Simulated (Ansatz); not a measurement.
# H2KO2: the cost of one run

Method: RKS PBE-D4/def2-SVP; program: Ansatz 0.2.0, Gaussian basis.

Levels: PBE-D4, revPBE-D4, BLYP-D4, r2SCAN-D4, B97M-V, PBE0-D4, B3LYP-D4, HSE06-D4, wB97X-V, wB97M-V, B2PLYP, Hartree-Fock, MP2, CCSD, CCSD(T). The reference is CCSD(T) extrapolated to the basis limit. For elements past Ar these valence bases correlate outer-core shells poorly and lack relativity, so that limit is rough.

Correlated methods freeze the cores. The outer core shell of Li, Na, Mg and K is correlated. B3LYP uses VWN-RPA correlation. B2PLYP carries no dispersion term here.

163 further runs of the same task are left out: 163 set aside as unsound or not needed.

**1. Starting geometry**

The pair, from a GFN2-xTB docking trial: 5 atoms, charge 1, spin multiplicity 1.

Atoms are counted from 1 here; the program's logs count them from 0.

Bond lengths: K1–O2 2.387 Å, K1–O3 2.395 Å, O2–O3 1.418 Å, O2–H4 0.978 Å, O3–H5 0.977 Å. Angles: O2–K1–O3 34.5°, K1–O2–O3 73.0°, K1–O2–H4 144.1°, O3–O2–H4 105.1°, K1–O3–O2 72.4°, K1–O3–H5 143.1°, O2–O3–H5 105.2°.

Geometry (Å):

```xyz
5

K     0.0499   -0.2028   -2.1139
O     0.5071   -0.4713    0.2131
O    -0.5205    0.4999    0.1030
H     0.2811   -0.9917    1.0096
H    -0.3176    1.1659    0.7881
```

Atoms 1 to 1 are fragment A (K+), the rest fragment B (H2O2).

**2. A first relaxation in a small basis**

The input, pre/in.yaml:

```yaml
crystal:
  periodic: [false, false, false]
  atoms:
    - {symbol: K, position_ang: [0.049900, -0.202800, -2.113900]}
    - {symbol: O, position_ang: [0.507100, -0.471300, 0.213100]}
    - {symbol: O, position_ang: [-0.520500, 0.499900, 0.103000]}
    - {symbol: H, position_ang: [0.281100, -0.991700, 1.009600]}
    - {symbol: H, position_ang: [-0.317600, 1.165900, 0.788100]}
basis:
  gaussian: {orbitals: def2-SVP}
total_charge: 1
hamiltonian: {xc: pbe, dispersion: d4}
relax: {f_tol: 0.03, max_steps: 250}
```

On the command line:

```
$ ansatz run in.yaml --threads 2 --pin off --events-out ev --progress --plain --max-ram 5222MiB
```

**Question.** How long does this run take on 2 threads of Arm Neoverse V2, shared host?

About 3.6 s.
